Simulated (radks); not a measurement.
# The series with 32 electrons, Ge to Hg⁴⁸⁺

What does a rising nuclear charge do to the levels of a fixed set of electrons? The series is run ion by ion, all in [Ar] 3d10 4s2 4p2.

Program: radks (a radial shooting solver on a logarithmic mesh, Libxc functionals) version 1. Level of theory: scalar-relativistic Kohn-Sham, PBE, spin-polarised, spherical densities, finite nucleus; open shells are filled with parallel spins first. These are calculated values, not measurements, unless marked.

### 1 What is computed

| Item | Value |
| --- | --- |
| electrons | 32 |
| ions | Ge, Br³⁺, Sr⁶⁺, Nb⁹⁺, Ru¹²⁺, Ag¹⁵⁺, Sn¹⁸⁺, I²¹⁺, Ba²⁴⁺, Pr²⁷⁺, Sm³⁰⁺, Tb³³⁺, Er³⁶⁺, Lu³⁹⁺, W⁴²⁺, Ir⁴⁵⁺, Hg⁴⁸⁺ |
| configuration | [Ar] 3d10 4s2 4p2 |

The outer shells:

[Ar] 3d10 4s2 4p2
```
[Ar] core
3d [↑↓][↑↓][↑↓][↑↓][↑↓]
4s [↑↓]
4p [↑ ][↑ ][  ]
```

### 2 Ge

The run's settings:

```text
Z 32
configuration [Ar] 3d10 4s2 4p2
relativity scalar-relativistic
functional pbe,pbe
spin polarised
nucleus finite rms 4.0742 fm
c 137.035999084
```

### 3 Br³⁺

The run's settings:

```text
Z 35
configuration [Ar] 3d10 4s2 4p2 5s0 4d0
relativity scalar-relativistic
functional pbe,pbe
spin polarised
nucleus finite rms 4.1629 fm
c 137.035999084
```

### 4 Sr⁶⁺

The run's settings:

```text
Z 38
configuration [Ar] 3d10 4s2 4p2 5s0 4d0
relativity scalar-relativistic
functional pbe,pbe
spin polarised
nucleus finite rms 4.224 fm
c 137.035999084
```

### 5 Nb⁹⁺

The run's settings:

```text
Z 41
configuration [Ar] 3d10 4s2 4p2 5s0 4d0
relativity scalar-relativistic
functional pbe,pbe
spin polarised
nucleus finite rms 4.324 fm
c 137.035999084
```

### 6 Ru¹²⁺

The run's settings:

```text
Z 44
configuration [Ar] 3d10 4s2 4p2 5s0 4d0
relativity scalar-relativistic
functional pbe,pbe
spin polarised
nucleus finite rms 4.4809 fm
c 137.035999084
```

### 7 Ag¹⁵⁺

The run's settings:

```text
Z 47
configuration [Ar] 3d10 4s2 4p2 5s0 4d0
relativity scalar-relativistic
functional pbe,pbe
spin polarised
nucleus finite rms 4.5454 fm
c 137.035999084
```

### 8 Sn¹⁸⁺

The run's settings:

```text
Z 50
configuration [Ar] 3d10 4s2 4p2 5s0 4d0
relativity scalar-relativistic
functional pbe,pbe
spin polarised
nucleus finite rms 4.6519 fm
c 137.035999084
```

### 9 I²¹⁺

The run's settings:

```text
Z 53
configuration [Ar] 3d10 4s2 4p2 5s0 4d0
relativity scalar-relativistic
functional pbe,pbe
spin polarised
nucleus finite rms 4.75 fm
c 137.035999084
```

### 10 Ba²⁴⁺

The run's settings:

```text
Z 56
configuration [Ar] 3d10 4s2 4p2 5s0 4d0
relativity scalar-relativistic
functional pbe,pbe
spin polarised
nucleus finite rms 4.8378 fm
c 137.035999084
```

### 11 Pr²⁷⁺

The run's settings:

```text
Z 59
configuration [Ar] 3d10 4s2 4p2 5s0 4d0
relativity scalar-relativistic
functional pbe,pbe
spin polarised
nucleus finite rms 4.8919 fm
c 137.035999084
```

### 12 Sm³⁰⁺

The run's settings:

```text
Z 62
configuration [Ar] 3d10 4s2 4p2 5s0 4d0
relativity scalar-relativistic
functional pbe,pbe
spin polarised
nucleus finite rms 5.0819 fm
c 137.035999084
```

### 13 Tb³³⁺

The run's settings:

```text
Z 65
configuration [Ar] 3d10 4s2 4p2 5s0 4d0
relativity scalar-relativistic
functional pbe,pbe
spin polarised
nucleus finite rms 5.06 fm
c 137.035999084
```

### 14 Er³⁶⁺

The run's settings:

```text
Z 68
configuration [Ar] 3d10 4s2 4p2 5s0 4d0
relativity scalar-relativistic
functional pbe,pbe
spin polarised
nucleus finite rms 5.2516 fm
c 137.035999084
```

### 15 Lu³⁹⁺

The run's settings:

```text
Z 71
configuration [Ar] 3d10 4s2 4p2 5s0 4d0
relativity scalar-relativistic
functional pbe,pbe
spin polarised
nucleus finite rms 5.37 fm
c 137.035999084
```

### 16 W⁴²⁺

The run's settings:

```text
Z 74
configuration [Ar] 3d10 4s2 4p2 5s0 4d0
relativity scalar-relativistic
functional pbe,pbe
spin polarised
nucleus finite rms 5.3658 fm
c 137.035999084
```

### 17 Ir⁴⁵⁺

The run's settings:

```text
Z 77
configuration [Ar] 3d10 4s2 4p2 5s0 4d0
relativity scalar-relativistic
functional pbe,pbe
spin polarised
nucleus finite rms 5.4032 fm
c 137.035999084
```

### 18 Hg⁴⁸⁺

The run's settings:

```text
Z 80
configuration [Ar] 3d10 4s2 4p2 5s0 4d0
relativity scalar-relativistic
functional pbe,pbe
spin polarised
nucleus finite rms 5.4648 fm
c 137.035999084
```

Q: Predict the outcome of this session. Wanted: for each run, ion; E; ε(3d down); ε(4s up); ε(4s down); ε(4p up); ε(4p down, empty); <r>(4p up).

**Answer**, as computed:

| ion | E (hartree) | ε(3d down) (eV) | ε(4s up) (eV) | ε(4s down) (eV) | ε(4p up) (eV) | ε(4p down, empty) (eV) | <r>(4p up) (bohr) |
| --- | --- | --- | --- | --- | --- | --- | --- |
| Ge | -2098.84784 | -29.009 | -12.229 | -10.759 | -4.415 | -2.892 | 2.851 |
| Br³⁺ | -2603.89195 | -104.77 | -55.249 | -52.742 | -40.934 | -38.395 | 1.759 |
| Sr⁶⁺ | -3169.33560 | -213.44 | -117.76 | -114.46 | -96.934 | -93.622 | 1.357 |
| Nb⁹⁺ | -3795.58596 | -351.79 | -197.79 | -193.78 | -170.19 | -166.18 | 1.122 |
| Ru¹²⁺ | -4483.30602 | -518.78 | -294.84 | -290.16 | -260.03 | -255.36 | 0.9617 |
| Ag¹⁵⁺ | -5233.31831 | -713.92 | -408.80 | -403.46 | -366.21 | -360.90 | 0.8441 |
| Sn¹⁸⁺ | -6046.56435 | -936.98 | -539.71 | -533.74 | -488.64 | -482.70 | 0.7533 |
| I²¹⁺ | -6924.11372 | -1187.8 | -687.75 | -681.14 | -627.32 | -620.75 | 0.6806 |
| Ba²⁴⁺ | -7867.1593 | -1466.4 | -853.11 | -845.88 | -782.28 | -775.10 | 0.6209 |
| Pr²⁷⁺ | -8877.0297 | -1772.7 | -1036.1 | -1028.2 | -953.62 | -945.82 | 0.5710 |
| Sm³⁰⁺ | -9955.1562 | -2106.8 | -1237.0 | -1228.6 | -1141.5 | -1133.0 | 0.5284 |
| Tb³³⁺ | -11103.2378 | -2468.6 | -1456.3 | -1447.2 | -1345.9 | -1336.9 | 0.4917 |
| Er³⁶⁺ | -12322.9424 | -2858.3 | -1694.4 | -1684.7 | -1567.1 | -1557.5 | 0.4597 |
| Lu³⁹⁺ | -13616.3321 | -3275.8 | -1951.7 | -1941.4 | -1805.3 | -1795.0 | 0.4314 |
| W⁴²⁺ | -14985.6662 | -3721.4 | -2229.0 | -2218.0 | -2060.6 | -2049.7 | 0.4063 |
| Ir⁴⁵⁺ | -16433.2906 | -4195.0 | -2526.6 | -2515.1 | -2333.3 | -2321.7 | 0.3839 |
| Hg⁴⁸⁺ | -17961.9068 | -4696.8 | -2845.5 | -2833.4 | -2623.5 | -2611.3 | 0.3637 |

In words: From Ge to Hg⁴⁸⁺ the 4p up level deepens by a factor 594 and shrinks by a factor 7.84. The order of these tabulated levels, which need not hold every outer shell, does not change along the series. The configuration is held, so it need not be the ground state of every ion.
